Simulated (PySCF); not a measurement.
# C4H11NSi2: NMR shifts, electronic excitations and K edges in gas and solvents

Aim: compute the NMR shifts, electronic excitations and K edges of C4H11NSi2 (`C=C/C=C\N([SiH3])[SiH3]`), and see what a dielectric continuum does where one was used.

The runs use PySCF 2.14.0, with density-fitted response routines of our own; the level of theory stands in each step. All values are computed, except where a source is named. Atoms count from 0, in the outputs and in this text.

### Step 1. Starting geometry

18 atoms, charge 0, multiplicity 1; geometry from: GFN2-xTB. The atoms were then displaced at random by about 0.01 Å, so the start is not that level's minimum.

Bonds of the start (Å): C0–C1 1.35, C1–C2 1.44, C2–C3 1.30, C3–N4 1.42, N4–Si5 1.76, N4–Si6 1.73, C0–H7 1.10, C0–H8 1.04, C1–H9 1.08, C2–H10 1.09, C3–H11 1.09, Si5–H12 1.48, Si5–H13 1.46, Si5–H14 1.47, Si6–H15 1.45, Si6–H16 1.47, Si6–H17 1.46.

### Step 2. Optimising the geometry at PBE0-D3(BJ)/def2-SVP

What the job is given:

```
{"job": {"xc": "PBE0", "basis": "def2-SVP", "d3": "d3bj", "grid": 1, "shake": 0.01, "kind": "geom"}, "charge": 0, "multiplicity": 1}
C      2.567340    -1.104930    -1.731850
C      1.515060    -0.735190    -0.965320
C      1.348400     0.572880    -0.386000
C      0.367250     1.040370     0.335060
N     -0.895180     0.434620     0.582920
Si    -1.537970     0.741980     2.190240
Si    -1.721510    -0.520570    -0.603310
H      3.335220    -0.370190    -2.004910
H      2.648120    -2.069830    -2.111870
H      0.763950    -1.467900    -0.705020
H      2.204430     1.238180    -0.490170
H      0.447280     2.014210     0.811300
H     -2.915220     0.206190     2.197430
H     -1.541050     2.187690     2.426750
H     -0.681880     0.057530     3.176300
H     -1.177280    -0.145410    -1.895950
H     -3.139210    -0.124780    -0.516740
H     -1.615290    -1.942900    -0.294610
```

Started as:

```console
OMP_NUM_THREADS=1 python probes_run.py task.json out
```

One launch serves the whole session: the jobs run in the order shown.

The program printed:

```text
step   0  E = -791.92571637  max force = 0.058804
step   1  E = -791.93446233  max force = 0.011813
step   2  E = -791.93498161  max force = 0.002664
step   3  E = -791.93475117  max force = 0.009202
step   4  E = -791.93505904  max force = 0.005310
step   5  E = -791.93482179  max force = 0.006848
step   6  E = -791.93510602  max force = 0.003368
step   7  E = -791.93521596  max force = 0.001160
step   8  E = -791.93521484  max force = 0.002449
step   9  E = -791.93524909  max force = 0.000299
step  10  E = -791.93525840  max force = 0.000129
optimisation converged
```

Wall time 2.2 min (1 thread of Intel Xeon Platinum 8488C, shared host); peak memory 0.68 GiB.

Along the way: (the energy doesn't fall at every step)

| step | energy from step 0 (eV) | largest force component (eV/Å) |
| --- | --- | --- |
| 0 | 0.0000 | 3.0238 |
| 1 | -0.2380 | 0.6074 |
| 2 | -0.2521 | 0.1370 |
| 3 | -0.2458 | 0.4732 |
| 4 | -0.2542 | 0.2731 |
| 5 | -0.2478 | 0.3521 |
| 6 | -0.2555 | 0.1732 |
| 7 | -0.2585 | 0.0596 |
| 8 | -0.2585 | 0.1259 |
| 9 | -0.2594 | 0.0154 |
| 10 | -0.2597 | 0.0066 |

Close pairs (by a distance rule), those that changed most:

| bond | before (Å) | after (Å) | change (Å) |
| --- | --- | --- | --- |
| C0–H8 | 1.040 | 1.092 | +0.052 |
| C2–C3 | 1.304 | 1.350 | +0.046 |
| Si6–H15 | 1.452 | 1.489 | +0.037 |
| Si6–H17 | 1.459 | 1.496 | +0.037 |
| N4–Si6 | 1.733 | 1.765 | +0.032 |
| Si5–H13 | 1.465 | 1.495 | +0.031 |
| Si5–H14 | 1.474 | 1.494 | +0.020 |
| Si6–H16 | 1.474 | 1.493 | +0.019 |

The next job starts from the end point, and lists it.

| at the end point | value |
| --- | --- |
| point group (found at 0.08 Å tolerance) | C1 |
| rotational constants (GHz, main isotopes) | 2.936, 0.996, 0.809 |
| dipole moment (D) | 0.56 |

### Step 3. NMR shieldings: PBE0/pcSseg-1 in benzene

What the job is given:

```
{"job": {"kind": "nmr", "xc": "PBE0", "basis": "pcSseg-1", "solvent": "benzene", "pop": true}, "charge": 0, "multiplicity": 1}
C      2.495047    -1.135249    -1.804928
C      1.506029    -0.738041    -0.989124
C      1.391528     0.591367    -0.423161
C      0.375023     1.071087     0.325436
N     -0.846686     0.448502     0.626676
Si    -1.462758     0.730993     2.253608
Si    -1.755866    -0.484881    -0.563775
H      3.282843    -0.444212    -2.120657
H      2.548452    -2.159892    -2.179078
H      0.750261    -1.476319    -0.696502
H      2.225948     1.276373    -0.601558
H      0.489079     2.076496     0.754840
H     -2.858048     0.209252     2.304246
H     -1.436067     2.198849     2.538358
H     -0.633755     0.040266     3.286856
H     -1.369980    -0.004908    -1.919317
H     -3.206806    -0.244687    -0.304831
H     -1.524146    -1.960307    -0.475480
```

Level: GIAO PBE0/pcSseg-1 NMR shielding, non-relativistic, IEF-PCM benzene.

The program printed:

```text
coarse grid: 15480 points
cycle   1  E = -792.1274306674  dE =  4.892e-01  |g| = 4.084e-01  |ddm| = 3.841e+00
cycle   2  E = -792.1134398933  dE =  1.399e-02  |g| = 4.804e-01  |ddm| = 8.109e-01
cycle   3  E = -792.1688747997  dE = -5.543e-02  |g| = 6.391e-02  |ddm| = 4.610e-01
cycle   4  E = -792.1696441948  dE = -7.694e-04  |g| = 2.568e-02  |ddm| = 6.731e-02
cycle   5  E = -792.1697992138  dE = -1.550e-04  |g| = 5.767e-03  |ddm| = 2.646e-02
cycle   6  E = -792.1698044406  dE = -5.227e-06  |g| = 3.448e-03  |ddm| = 8.040e-03
cycle   7  E = -792.1698074298  dE = -2.989e-06  |g| = 2.604e-04  |ddm| = 3.228e-03
final grid: 138768 points
cycle   8  E = -792.2086850466  dE = -2.237e-05  |g| = 6.409e-03  |ddm| = 2.832e-02
cycle   9  E = -792.2086806406  dE =  4.406e-06  |g| = 7.809e-03  |ddm| = 1.326e-02
cycle  10  E = -792.2086952474  dE = -1.461e-05  |g| = 1.376e-03  |ddm| = 7.542e-03
cycle  11  E = -792.2086956652  dE = -4.178e-07  |g| = 2.735e-04  |ddm| = 1.328e-03
cycle  12  E = -792.2086956821  dE = -1.694e-08  |g| = 1.052e-04  |ddm| = 3.320e-04
cycle  13  E = -792.2086956848  dE = -2.643e-09  |g| = 2.241e-05  |ddm| = 9.459e-05
cycle  14  E = -792.2086956849  dE = -1.057e-10  |g| = 4.699e-06  |ddm| = 2.405e-05
converged SCF energy = -792.2086956849

GIAO shielding tensors (ppm)
atom      isotropic    diamagn.    paramagn.     s11        s22        s33       span
  0 C       63.838     252.304    -188.466    -42.056     74.793    158.777    200.833
  1 C       44.740     257.940    -213.200    -75.566     45.919    163.866    239.432
  2 C       61.435     255.459    -194.024    -37.866     84.006    138.164    176.030
  3 C       39.269     251.499    -212.230    -56.791     53.217    121.380    178.172
  4 N      210.739     332.551    -121.811    147.459    230.231    254.529    107.070
  5 Si     393.703     879.349    -485.645    352.161    360.104    468.845    116.685
  6 Si     389.915     880.333    -490.418    343.721    363.474    462.550    118.830
  7 H       25.922      29.609      -3.687     23.024     25.009     29.733      6.709
  8 H       25.918      28.977      -3.059     23.288     24.720     29.745      6.457
  9 H       24.341      34.471     -10.130     20.867     22.240     29.917      9.050
 10 H       25.702      32.320      -6.619     23.595     24.781     28.728      5.133
 11 H       25.294      31.339      -6.045     21.573     25.325     28.984      7.412
 12 H       26.461      28.669      -2.209     22.950     25.660     30.771      7.821
 13 H       26.530      28.441      -1.912     23.404     24.723     31.461      8.057
 14 H       26.748      28.522      -1.774     23.167     24.893     32.185      9.018
 15 H       26.550      29.935      -3.385     23.738     25.329     30.584      6.846
 16 H       26.409      29.628      -3.219     22.571     25.452     31.203      8.632
 17 H       26.190      30.246      -4.055     22.858     24.589     31.124      8.266
```

It took 35 s on 1 thread of Intel Xeon Platinum 8488C, shared host; peak memory 0.98 GiB.

Shifts follow as δ = σ(reference) − σ, with reference shieldings (ppm) from runs at the same level and on the same kind of geometry: ¹H TMS 31.25, ¹³C TMS 184.9, ²⁹Si TMS 351.9, ¹⁵N NH3 267.0. The references are single molecules in the same continuum, so shifts against H2O, NH3, PH3, H3PO4 or CFCl3 are not on the usual liquid scales and can be off by tens of ppm. Atoms listed in one row are averaged.

| atoms | environment | σ (ppm) | δ (ppm) |
| --- | --- | --- | --- |
| C3 | alkene carbon bearing nitrogen | 39.3 | 145.6 |
| C1 | alkene CH | 44.7 | 140.1 |
| C2 | β carbon of an enol-ether or enamine type C=C | 61.4 | 123.4 |
| C0 | terminal =CH2 carbon | 63.8 | 121.0 |
| H9 | hydrogen on an alkene CH | 24.34 | 6.91 |
| H11 | hydrogen on an alkene carbon bearing nitrogen | 25.29 | 5.96 |
| H10 | hydrogen on a β carbon of an enol-ether or enamine type C=C | 25.70 | 5.55 |
| H8 | hydrogen on a terminal =CH2 carbon | 25.92 | 5.34 |
| H7 | hydrogen on a terminal =CH2 carbon | 25.92 | 5.33 |
| H12, H13, H14, H15, H16, H17 | hydrogen on a silicon bonded to N | 26.48 | 4.77 |
| N4 | enamine nitrogen | 210.7 | 56.3 |
| Si5, Si6 | silicon bonded to N, 3 H | 391.8 | -39.9 |

The run also stored atomic charges by several schemes (e):

| atoms | Mulliken | IAO | Hirshfeld | ESP fit |
| --- | --- | --- | --- | --- |
| C0 | -0.18 | -0.32 | -0.11 | -0.56 |
| C1 | -0.22 | -0.14 | -0.05 | 0.03 |
| C2 | -0.17 | -0.21 | -0.08 | -0.22 |
| C3 | 0.16 | -0.04 | 0.00 | -0.22 |
| N4 | -0.94 | -0.72 | -0.24 | -0.23 |
| Si5, Si6 | 0.61 | 0.72 | 0.35 | 0.41 |

Mayer bond orders: C0–C1 1.91, C1–C2 1.09, C2–C3 1.82, C3–N4 0.98, N4–Si5 0.89, N4–Si6 0.85.

### Step 4. Excited states and response: CAM-B3LYP/def2-SVPD

The job, as its differences from that of step 3:

```diff
@@ -1,2 +1,2 @@
-{"job": {"kind": "nmr", "xc": "PBE0", "basis": "pcSseg-1", "solvent": "benzene", "pop": true}, "charge": 0, "multiplicity": 1}
+{"job": {"kind": "uv", "xc": "CAM-B3LYP", "basis": "def2-SVPD", "dynamic": true, "nstates": 6, "ntriplets": 0}, "charge": 0, "multiplicity": 1}
 C      2.495047    -1.135249    -1.804928
```

Method: TDDFT CAM-B3LYP/def2-SVPD, vertical, gas phase, core orbitals frozen in the response.

The program printed:

```text
coarse grid: 15480 points
cycle   1  E = -792.1695878200  dE =  5.515e-01  |g| = 3.876e-01  |ddm| = 7.360e+00
cycle   2  E = -792.1829302478  dE = -1.334e-02  |g| = 3.547e-01  |ddm| = 1.420e+00
cycle   3  E = -792.2117411656  dE = -2.881e-02  |g| = 5.612e-02  |ddm| = 6.165e-01
cycle   4  E = -792.2124402467  dE = -6.991e-04  |g| = 2.297e-02  |ddm| = 1.473e-01
cycle   5  E = -792.2125796226  dE = -1.394e-04  |g| = 6.295e-03  |ddm| = 5.948e-02
cycle   6  E = -792.2125888810  dE = -9.258e-06  |g| = 2.131e-03  |ddm| = 1.410e-02
final grid: 138768 points
cycle   7  E = -792.3257545808  dE = -2.172e-05  |g| = 3.264e-03  |ddm| = 9.253e-02
cycle   8  E = -792.3257532166  dE =  1.364e-06  |g| = 4.040e-03  |ddm| = 1.523e-02
cycle   9  E = -792.3257574062  dE = -4.190e-06  |g| = 4.891e-04  |ddm| = 6.886e-03
cycle  10  E = -792.3257574629  dE = -5.665e-08  |g| = 1.653e-04  |ddm| = 1.080e-03
cycle  11  E = -792.3257574710  dE = -8.086e-09  |g| = 6.144e-05  |ddm| = 4.566e-04
cycle  12  E = -792.3257574721  dE = -1.098e-09  |g| = 1.614e-05  |ddm| = 1.487e-04
cycle  13  E = -792.3257574722  dE = -1.303e-10  |g| = 6.206e-06  |ddm| = 5.518e-05
converged SCF energy = -792.3257574722

Static polarisability (au): isotropic 118.997, principal 86.597 104.261 166.134

Singlet excitations
state   eV       nm        f      main configurations
  1   4.9032    252.9   0.52641   H->L 0.95
  2   5.5177    224.7   0.00567   H->L+1 0.92
  3   6.1373    202.0   0.02895   H->L+2 0.73, H->L+3 0.09
  4   6.3215    196.1   0.00463   H->L+4 0.49, H->L+5 0.19, H->L+6 0.16
  5   6.4357    192.7   0.01229   H->L+3 0.39, H->L+4 0.25, H->L+5 0.15
  6   6.6278    187.1   0.09354   H-1->L 0.54, H->L+6 0.21
```

Run time: 61 s. Hardware: 1 thread of Intel Xeon Platinum 8488C, shared host; peak memory 1.2 GiB.

The orbitals next to the gap, with their largest atomic shares:

| orbital | eV | atoms |
| --- | --- | --- |
| HOMO−3 | -10.91 | Si6 19 %, H16 13 %, C1 10 % |
| HOMO−2 | -10.61 | C2 15 %, C1 15 %, Si6 11 % |
| HOMO−1 | -9.41 | N4 28 %, C1 14 %, C0 12 % |
| HOMO | -7.29 | C2 20 %, N4 18 %, C3 18 % |
| LUMO | 0.16 | C0 22 %, C3 19 %, C1 16 % |
| LUMO+1 | 0.97 | Si5 28 %, Si6 19 %, C3 7 % |
| LUMO+2 | 1.17 | Si5 29 %, Si6 22 %, H12 7 % |

With each of the 6 states as a Gaussian band of 0.4 eV half-width at 1/e, the curve within the window shown has maxima at 253 nm (ε 21,000), 189 nm (ε 4,600) L/(mol cm). Beyond the last state computed it falls off for lack of states. The curve at chosen wavelengths:

```
 nm  ε (L/mol/cm)
179          2310
183          3683
188          4619
192          4446
196          3740
201          2682
205          1942
210          1260
214           974
218          1022
223          1816
227          3311
231          5752
236         10022
240         13918
244         17524
249         20582
253         21335
257         20525
262         17783
266         14804
271         10901
275          8073
279          5720
284          3514
288          2286
```

Further results of this job:

| property | computed |
| --- | --- |
| dipole moment (D) | 0.55 |
| polarisability (Å³) | 17.63 |
| HOMO–LUMO gap (eV) | 7.44 |
| −ε(HOMO) (eV) | 7.29 |
| C6 with itself (au) | 4655 |

### Step 5. TDDFT and polarisability: CAM-B3LYP/def2-SVPD in benzene

The job, as its differences from that of step 4:

```diff
@@ -1,2 +1,2 @@
-{"job": {"kind": "uv", "xc": "CAM-B3LYP", "basis": "def2-SVPD", "dynamic": true, "nstates": 6, "ntriplets": 0}, "charge": 0, "multiplicity": 1}
+{"job": {"kind": "uv", "xc": "CAM-B3LYP", "basis": "def2-SVPD", "solvent": "benzene", "nstates": 6, "ntriplets": 0}, "charge": 0, "multiplicity": 1}
 C      2.495047    -1.135249    -1.804928
```

With the program's defaults for keys left out, this is: TDDFT CAM-B3LYP/def2-SVPD, vertical, IEF-PCM benzene (non-equilibrium linear response), core orbitals frozen in the response.

The program printed:

```text
coarse grid: 15480 points
cycle   1  E = -792.1720671210  dE =  5.494e-01  |g| = 3.838e-01  |ddm| = 7.389e+00
cycle   2  E = -792.1865646632  dE = -1.450e-02  |g| = 3.440e-01  |ddm| = 1.358e+00
cycle   3  E = -792.2131162629  dE = -2.655e-02  |g| = 5.796e-02  |ddm| = 5.926e-01
cycle   4  E = -792.2138171776  dE = -7.009e-04  |g| = 2.540e-02  |ddm| = 1.469e-01
cycle   5  E = -792.2139835494  dE = -1.664e-04  |g| = 7.890e-03  |ddm| = 6.022e-02
cycle   6  E = -792.2139983023  dE = -1.475e-05  |g| = 1.889e-03  |ddm| = 1.590e-02
cycle   7  E = -792.2139997995  dE = -1.497e-06  |g| = 8.015e-04  |ddm| = 5.867e-03
final grid: 138768 points
cycle   8  E = -792.3271569817  dE = -2.236e-05  |g| = 2.800e-03  |ddm| = 9.444e-02
cycle   9  E = -792.3271569543  dE =  2.741e-08  |g| = 3.048e-03  |ddm| = 1.214e-02
cycle  10  E = -792.3271591026  dE = -2.148e-06  |g| = 4.947e-04  |ddm| = 4.758e-03
cycle  11  E = -792.3271591601  dE = -5.753e-08  |g| = 1.417e-04  |ddm| = 9.557e-04
cycle  12  E = -792.3271591661  dE = -6.013e-09  |g| = 3.322e-05  |ddm| = 5.037e-04
cycle  13  E = -792.3271591665  dE = -3.627e-10  |g| = 1.492e-05  |ddm| = 9.260e-05
converged SCF energy = -792.3271591665

Static polarisability (au): isotropic 137.527, principal 99.102 119.642 193.838

Singlet excitations
state   eV       nm        f      main configurations
  1   4.7205    262.7   0.67394   H->L 0.97
  2   5.5445    223.6   0.00414   H->L+1 0.91
  3   6.1504    201.6   0.03412   H->L+2 0.75
  4   6.3689    194.7   0.00352   H->L+4 0.48, H->L+6 0.24, H->L+5 0.11
  5   6.4648    191.8   0.03681   H->L+3 0.33, H->L+4 0.22, H->L+5 0.16
  6   6.5501    189.3   0.10705   H-1->L 0.75
```

Wall time 51 s (1 thread of Intel Xeon Platinum 8488C, shared host); peak memory 1.2 GiB.

This run: HOMO -7.25 eV, LUMO 0.19 eV; lowest singlet 4.72 eV.

### Step 6. Core excitations: BHandHLYP/def2-SVPD+aug-pcX-1+pcseg-1

The job, as its differences from that of step 5:

```diff
@@ -1,2 +1,2 @@
-{"job": {"kind": "uv", "xc": "CAM-B3LYP", "basis": "def2-SVPD", "solvent": "benzene", "nstates": 6, "ntriplets": 0}, "charge": 0, "multiplicity": 1}
+{"job": {"kind": "xas", "xc": "BHandHLYP", "basis": {"default": "aug-pcX-1", "H": "pcseg-1", "Si": "def2-SVPD"}}, "charge": 0, "multiplicity": 1}
 C      2.495047    -1.135249    -1.804928
```

Level: core-valence-separated TDA BHandHLYP/aug-pcX-1 H:pcseg-1 Si:def2-SVPD, K edges, non-relativistic, gas phase.

The program printed:

```text
coarse grid: 15480 points
cycle   1  E = -792.2947913724  dE =  5.866e-01  |g| = 3.777e-01  |ddm| = 5.870e+00
cycle   2  E = -792.3170681203  dE = -2.228e-02  |g| = 2.925e-01  |ddm| = 1.017e+00
cycle   3  E = -792.3362787999  dE = -1.921e-02  |g| = 6.609e-02  |ddm| = 4.288e-01
cycle   4  E = -792.3372742455  dE = -9.954e-04  |g| = 2.170e-02  |ddm| = 1.169e-01
cycle   5  E = -792.3373885934  dE = -1.143e-04  |g| = 4.656e-03  |ddm| = 3.826e-02
cycle   6  E = -792.3373940914  dE = -5.498e-06  |g| = 2.454e-03  |ddm| = 1.046e-02
final grid: 138768 points
cycle   7  E = -792.4208193671  dE = -5.561e-05  |g| = 4.475e-03  |ddm| = 6.171e-02
cycle   8  E = -792.4208157874  dE =  3.580e-06  |g| = 5.979e-03  |ddm| = 1.324e-02
cycle   9  E = -792.4208239315  dE = -8.144e-06  |g| = 3.809e-04  |ddm| = 7.102e-03
cycle  10  E = -792.4208239629  dE = -3.141e-08  |g| = 2.151e-04  |ddm| = 8.235e-04
cycle  11  E = -792.4208239747  dE = -1.181e-08  |g| = 3.901e-05  |ddm| = 3.507e-04
cycle  12  E = -792.4208239751  dE = -4.686e-10  |g| = 1.837e-05  |ddm| = 7.366e-05
converged SCF energy = -792.4208239751

C K edge
   eV          f      from atoms
  282.291   0.05645   C0
  282.745   0.04811   C1
  282.957   0.05254   C2
  283.541   0.06430   C3
  285.705   0.00901   C0
  285.726   0.01732   C2
  286.028   0.01409   C2
  286.165   0.02239   C0
  286.285   0.02106   C1
  286.583   0.01266   C1
  286.766   0.00630   C2
  286.777   0.01910   C3 C2
  286.959   0.00200   C1
  287.026   0.00070   C0
  287.037   0.00041   C2
  287.095   0.00024   C1
  287.144   0.00485   C0
  287.214   0.00048   C2
  287.319   0.00094   C0
  287.362   0.00247   C2

N K edge
   eV          f      from atoms
  399.259   0.00995   N4
  399.813   0.00522   N4
  400.699   0.02519   N4
  400.844   0.01841   N4
  401.135   0.00119   N4
  401.515   0.00267   N4
  401.929   0.00076   N4
  401.982   0.00067   N4
```

It took 41 s on 1 thread of Intel Xeon Platinum 8488C, shared host; peak memory 1.1 GiB.

### Step 7. Comparing the runs: electronic excitations

Excitations and ground-state properties, with basis size and wall time:

| run | lowest singlet (eV) | brightest (eV) | f | gap (eV) | α (Å³) | μ (D) | functions | time |
| --- | --- | --- | --- | --- | --- | --- | --- | --- |
| CAM-B3LYP/def2-SVPD | 4.90 | 4.90 | 0.526 | 7.44 | 17.63 | 0.55 | 236 | 61 s |
| CAM-B3LYP/def2-SVPD in benzene | 4.72 | 4.72 | 0.674 | 7.44 | 20.38 | 0.68 | 236 | 51 s |

### Step 8. Summary of results

| quantity | value |
| --- | --- |
| point group | C1 |
| rotational constants (main isotopes) | 2.94, 1.00, 0.81 GHz |
| ¹³C shifts against TMS (PBE0/pcSseg-1, benzene) | 145.6, 140.1, 123.4, 121.0 ppm |
| ¹H shifts against TMS (PBE0/pcSseg-1, benzene, means over atoms taken as alike) | 6.91, 5.96, 5.55, 5.34, 5.33, 4.77 ppm |
| ¹⁵N shifts against NH3 (PBE0/pcSseg-1, benzene) | 56.3 ppm |
| ²⁹Si shifts against TMS (PBE0/pcSseg-1, benzene, means over atoms taken as alike) | -39.9 ppm |
| lowest singlet (CAM-B3LYP/def2-SVPD) | 4.90 eV (253 nm), f = 0.526 |
| C K edge | first line 282.29 eV, strongest 283.54 eV (f = 0.064) |
| N K edge | first line 399.26 eV, strongest 400.70 eV (f = 0.025) |
| range of the lowest singlet | 4.72 to 4.90 eV |

The optimisation took 10 steps and gained 0.260 eV; among the close pairs (by a distance rule), C0–H8 changed most, from 1.040 to 1.092 Å. At PBE0/pcSseg-1: The largest span, 239 ppm, is at C1, where the paramagnetic term is -213 ppm. The lowest singlet, at 4.90 eV, is HOMO→LUMO 0.95 and is bright. At the C edge the strongest single line lifts a 1s electron of C3 into several orbitals, led by LUMO (weight 0.67), 1.2 eV above the first line. At the N edge the strongest single line lifts a 1s electron of N4 into several orbitals, led by LUMO+5 (weight 0.64), 1.4 eV above the first line. Absolute edge energies from this method are off by several eV; spacings are better. The lowest singlet runs from 4.72 eV (CAM-B3LYP/def2-SVPD in benzene) to 4.90 eV (CAM-B3LYP/def2-SVPD), while the orbital gap is 7.44 eV. The lowest state need not be the same one in every run.
